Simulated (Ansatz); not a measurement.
# LiZr2Mo: the cost of one run

Method: DFT PBE, scalar-relativistic, plane waves, PAW, in Ansatz 0.2.0.

## Step 1: The structure to begin with

Symmetry: P-6m2, No. 187, hexagonal system. Conventional cell: a = 3.593 Å, b = 3.593 Å, c = 4.715 Å, α = 90.00°, β = 90.00°, γ = 120.00°. Li (site symmetry -6m2) is surrounded by 6 Zr at 2.39 Å. Around Zr (site symmetry 3m) lie 2 Zr at 2.33 to 2.39 Å and 3 Mo at 2.38 Å and 3 Li at 2.39 Å. Mo (site symmetry -6m2) is surrounded by 6 Zr at 2.38 Å.

Structure file:

```xyz
4
Lattice="3.5935 0.0000 0.0000 -1.7967 3.1120 0.0000 0.0000 0.0000 4.7152" Properties=species:S:1:pos:R:3 pbc="T T T"
Li    0.0000    2.0747    0.0000
Zr    0.0000    0.0000    3.5214
Zr    0.0000    0.0000    1.1938
Mo    1.7967    1.0373    2.3576
```

The cell is invented: species swapped into a database cell of Ni2SbTe (P-6m2, No. 187), with Zr on the Ni sites, Mo on the Sb sites and Li on the Te sites. Lengths come from tabulated atomic sizes and are only a guess.

## Step 2: A first look at the guess

File input.yaml:

```yaml
crystal:
  lattice:
    - [3.59346544, 0.0, 0.0]
    - [-1.79673272, 3.11203236, 0.0]
    - [0.0, 0.0, 4.71515708]
  atoms:
    - { symbol: Li, position: [0.33333333, 0.66666667, 0.0] }
    - { symbol: Zr, position: [0.0, 0.0, 0.74681759] }
    - { symbol: Zr, position: [0.0, 0.0, 0.25318241] }
    - { symbol: Mo, position: [0.66666667, 0.33333333, 0.5] }
basis:
  ecutwfc: 420
kpoints:
  mp_grid: { grid: [6, 6, 4] }
hamiltonian:
  xc: pbe
scf:
  occupations: { method: gaussian, width: 0.1 }
  lower_state_search: "off"
output:
  forces: true
  stress: true
  eigenvalues: true
```

The run is started by

```sh
> ansatz run input.yaml --threads 1 --pin off --max-ram 2048MiB --backend cpu --events-out ev --progress --plain --runs-dir out
```

What time and memory should one allow on 1 thread of Arm Neoverse V1, shared host?

About 2.7 s, with a peak of 0.34 GiB.
